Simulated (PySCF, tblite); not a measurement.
**C₃H₉AlO₂: geometry, infrared bands and NMR shifts**

What infrared bands and NMR shifts should C₃H₉AlO₂ (`C[O+]([AlH3-])CC=O`) show?

Programs: tblite 0.8.0 and PySCF 2.14.0, with density-fitted response routines of our own. Each step states its level of theory. These are calculated values for one molecule in the gas phase, unless marked as measured. Atoms are numbered from 0 throughout.

## 1. The starting structure

15 atoms, charge 0, multiplicity 1; geometry from: force field or distance geometry start.

Bonds of the start (Å): C0–O1 1.41, O1–Al2 1.87, O1–C3 1.43, C3–C4 1.50, C4–O5 1.21, C0–H6 1.12, C0–H7 1.12, C0–H8 1.11, Al2–H9 1.59, Al2–H10 1.60, Al2–H11 1.60, C3–H12 1.12, C3–H13 1.11, C4–H14 1.09.

## 2. Relaxing the molecule with GFN2-xTB

The job: settings as JSON, then the geometry in Å.

```
{"job": {"kind": "relax", "xc": "GFN2-xTB", "basis": "xTB"}, "charge": 0, "multiplicity": 1}
C     -0.996400    -0.912100    -0.501100
O     -0.123200    -0.258700     0.395500
Al    -1.044800     1.120000     1.259000
C      0.992300     0.285900    -0.314300
C      1.959400    -0.805900    -0.682900
O      2.483100    -1.493000     0.165900
H     -1.860700    -1.356000     0.046200
H     -1.394300    -0.215600    -1.279500
H     -0.494100    -1.764100    -1.003800
H     -0.115700     1.809700     2.350800
H     -2.353100     0.530000     1.975600
H     -1.500200     2.209100     0.175500
H      1.565800     0.985700     0.344800
H      0.686000     0.841200    -1.220100
H      2.191400    -0.968100    -1.733600
```

Run with:

```sh
> OMP_NUM_THREADS=1 python probes_run.py task.json out
```

The driver reads the jobs from task.json and runs them one after another.

**Question.** This job is followed by: GFN2-xTB harmonic vibrations, gas phase; GIAO PBE0/pcSseg-1 NMR shielding, non-relativistic, gas phase. Predict these results of the whole session: strongest single infrared mode (GFN2-xTB); zero-point energy (GFN2-xTB); ¹³C shifts against TMS (PBE0/pcSseg-1); ¹H shifts against TMS (PBE0/pcSseg-1, means over atoms taken as alike); ¹⁷O shifts against H2O (PBE0/pcSseg-1); ²⁷Al shifts against AlH4- (PBE0/pcSseg-1).

**Answer**, as computed:

| quantity | value |
| --- | --- |
| strongest single infrared mode (GFN2-xTB) | 794 cm⁻¹, 644 km/mol |
| zero-point energy (GFN2-xTB) | 66.9 kcal/mol |
| ¹³C shifts against TMS (PBE0/pcSseg-1) | 199.4, 81.2, 62.2 ppm |
| ¹H shifts against TMS (PBE0/pcSseg-1, means over atoms taken as alike) | 9.73, 4.79, 4.23, 4.17 ppm |
| ¹⁷O shifts against H2O (PBE0/pcSseg-1) | 692.5, 7.3 ppm |
| ²⁷Al shifts against AlH4- (PBE0/pcSseg-1) | 87.5 ppm |

In words: Relaxing lowered the energy by 0.917 eV in 114 steps; the close pair that moved most is Al2–H10, from 1.604 to 1.570 Å. No mode is imaginary among the 39: a minimum at this level. The strongest single mode, at 794 cm⁻¹, is spread over several atoms, H11, H9, H10 among them. GFN2-xTB is a fitted tight-binding method: band positions and strengths are rough. Its intensities can rank the bands wrongly. The most deshielded carbon is C4 (aldehyde carbonyl carbon), at 199.4 ppm: the double bond to the heteroatom, with no lone-pair donor beside it, deshields it most. The most deshielded hydrogen is H14 (hydrogen on an aldehyde carbonyl carbon), at 9.73 ppm: the C=O anisotropy and electron withdrawal place aldehyde protons far downfield. At PBE0/pcSseg-1: The widest tensor belongs to O5: span 1405 ppm, with a paramagnetic part of -758 ppm.
